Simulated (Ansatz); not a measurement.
# SrTiO3: the cost of one run

Computed with Ansatz 0.2.0 (DFT PBEsol, scalar-relativistic, plane waves, PAW, unless a step's input says otherwise).

1 further run of the same task is left out (set aside as unsound or not needed). Runs told in other sessions of the task aren't counted.

## (1) The starting structure

Symmetry: Pm-3m, No. 221, cubic system. The conventional cell has a = 3.891 Å, b = 3.891 Å, c = 3.891 Å, α = 90.00°, β = 90.00°, γ = 90.00°. Around Sr (site symmetry m-3m) lie 12 O at 2.75 Å. Ti (site symmetry m-3m) is surrounded by 6 O at 1.95 Å. O (site symmetry 4/mmm) is surrounded by 2 Ti at 1.95 Å and 4 Sr at 2.75 Å.

Structure file:

```xyz
5
Lattice="3.8911 0.0000 0.0000 0.0000 3.8911 0.0000 0.0000 0.0000 3.8911" Properties=species:S:1:pos:R:3 pbc="T T T"
Sr    0.0000    0.0000    0.0000
Ti    1.9456    1.9456    1.9456
O     0.0000    1.9456    1.9456
O     1.9456    0.0000    1.9456
O     1.9456    1.9456    0.0000
```

It is the result of an earlier relaxation at this level (volume 11.78 Å³/atom; gap on the mesh: 1.85 eV).

## (2) Zero of energy

Reference values: F = -7657.2430 eV; pressure 0.00 GPa; largest force 0.000 eV/Å; gap on the mesh 1.85 eV. It was computed beforehand with the settings of the runs below.

## (3) The scan: biaxial against axial strain

The cell is strained by p along both x and y and by q along z, with fractional coordinates fixed.

## (4) p = -0.030, q = -0.030

Input file input.yaml:

```yaml
crystal:
  lattice:
    - [3.7743865313, 0.0, 0.0]
    - [0.0, 3.7743865313, 0.0]
    - [0.0, 0.0, 3.7743865313]
  atoms:
    - { symbol: Sr, position: [0.0, 0.0, 0.0] }
    - { symbol: Ti, position: [0.5, 0.5, 0.5] }
    - { symbol: O, position: [0.0, 0.5, 0.5] }
    - { symbol: O, position: [0.5, 0.0, 0.5] }
    - { symbol: O, position: [0.5, 0.5, 0.0] }
basis:
  ecutwfc: 420
kpoints:
  mp_grid: { grid: [8, 8, 8] }
hamiltonian:
  xc: pbesol
scf:
  occupations: { method: gaussian, width: 0.05 }
output:
  forces: true
  stress: true
  eigenvalues: true
```

Started as:

```bash
$ ansatz run input.yaml --threads 2 --pin off --max-ram 5120MiB --backend cpu --events-out ev --progress --plain --runs-dir out
```

What time and memory should one allow on 2 threads of Arm Neoverse V1, shared host?

About 1.8 s, with a peak of 0.35 GiB.
